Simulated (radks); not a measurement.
# Valence configurations of Ag³⁺

One table from this session's results is given with a row withheld; the runs are named, their logs left out.

Program: radks (a radial shooting solver on a logarithmic mesh, Libxc functionals) version 1. Level of theory: scalar-relativistic Kohn-Sham, r2SCAN, spin-polarised, spherical densities, finite nucleus; open shells are filled with parallel spins first. These are calculated values, not measurements, unless marked.

**Starting point**

- element: silver (Z = 47)
- charge: +3
- electrons: 44
- configuration: [Kr] 4d8
- nuclear rms radius: 4.5454 fm
- others tried: 4d7 5s1; 4d6 5s1 5p1; 4d5 5s1 5p2; 4d5.5 5s1.5 5p1; 4d7 5p1; 4d6 5s2; 4d3 5s1 5p4; 4d6 5p2; 4d7.5 5p0.5

The outer shells:

Ag³⁺
```
[Kr] core
4d [↑↓][↑↓][↑↓][↑ ][↑ ]
```

The first run:

The run's settings:

```text
Z 47
configuration [Kr] 4d8
relativity scalar-relativistic
functional r2scan,r2scan
spin polarised
nucleus finite rms 4.5454 fm
c 137.035999084
```

Among the steps run: [Kr] 4d8.

One of the session's tables, all rows but one given; the rest of the session is left out.

It belongs to the step «[Kr] 4d8». Radial moments (bohr):

| level | <r> | outermost maximum (interpolated) | 90 % within | nodes |
| --- | --- | --- | --- | --- |
| 3d up | 0.3457 | 0.274 | 0.547 | 0 |
| 3d down | 0.3457 | 0.274 | 0.546 | 0 |
| 4s up | ? | ? | ? | ? |
| 4s down | 0.9081 | 0.822 | 1.32 | 3 |
| 4p up | 0.9890 | 0.875 | 1.46 | 2 |
| 4p down | 0.9884 | 0.874 | 1.46 | 2 |
| 4d up | 1.239 | 1.01 | 1.91 | 1 |
| 4d down | 1.249 | 1.01 | 1.94 | 1 |

Q: Estimate the row for 4s up from the others.

The run gave: <r>: 0.9093; outermost maximum (interpolated): 0.823; 90 % within: 1.32; nodes: 3. In the column «<r>» it lies between 4s down (0.9081) and 4p down (0.9884).
